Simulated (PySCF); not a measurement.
# C9H10N2: the cost of one run

Programs: PySCF 2.14.0, with density-fitted response routines of our own. Each step states its level of theory. These are calculated values for one molecule, in the gas phase or a continuum, unless marked as measured. Atoms are numbered from 0 throughout.

## 1. Starting geometry

21 atoms, charge 0, multiplicity 1; geometry from: GFN2-xTB.

Bonds of the start (Å): N0–C1 1.14, C1–C2 1.44, C2–C3 1.52, C3–C4 1.50, C4–C5 1.49, C5–C6 1.52, C6–C7 1.54, C7–C8 1.55, C8–C9 1.43, C9–N10 1.14, C5–C3 1.50, C8–C5 1.53, C2–H11 1.10, C2–H12 1.10, C3–H13 1.09, C4–H14 1.08, C4–H15 1.08, C6–H16 1.09, C6–H17 1.09, C7–H18 1.09, C7–H19 1.09, C8–H20 1.09.

## 2. Optimising the geometry at PBE0-D3(BJ)/def2-SVP

Job settings and geometry (Å):

```
{"job": {"xc": "PBE0", "basis": "def2-SVP", "d3": "d3bj", "grid": 1, "kind": "geom"}, "charge": 0, "multiplicity": 1}
N      2.372613     2.421083     0.571807
C      2.308703     1.282755     0.487249
C      2.237308    -0.151265     0.369604
C      1.079026    -0.612506    -0.498640
C      0.532435     0.267163    -1.590271
C     -0.277133     0.007921    -0.360517
C     -0.753275     1.018433     0.669248
C     -2.123994     0.319915     0.695847
C     -1.612543    -0.742048    -0.308694
C     -1.510949    -2.066644     0.233204
N     -1.395475    -3.110330     0.687630
H      3.181656    -0.500667    -0.060889
H      2.143930    -0.577752     1.374704
H      1.106420    -1.680071    -0.690956
H      0.229982    -0.195157    -2.518668
H      0.958260     1.253426    -1.707516
H     -0.216571     0.979585     1.616262
H     -0.765280     2.049230     0.320367
H     -2.409103    -0.087313     1.663453
H     -2.941342     0.919666     0.304234
H     -2.153588    -0.778481    -1.257931
```

On the command line:

```bash
> OMP_NUM_THREADS=1 python probes_run.py task.json out
```

One launch serves the whole session: the jobs run in the order shown.

**Question.** How long does this first job take on 1 thread of Intel Xeon Platinum 8559C, shared host, and how much memory does it need?

About 3 min, with a peak of 0.88 GiB.
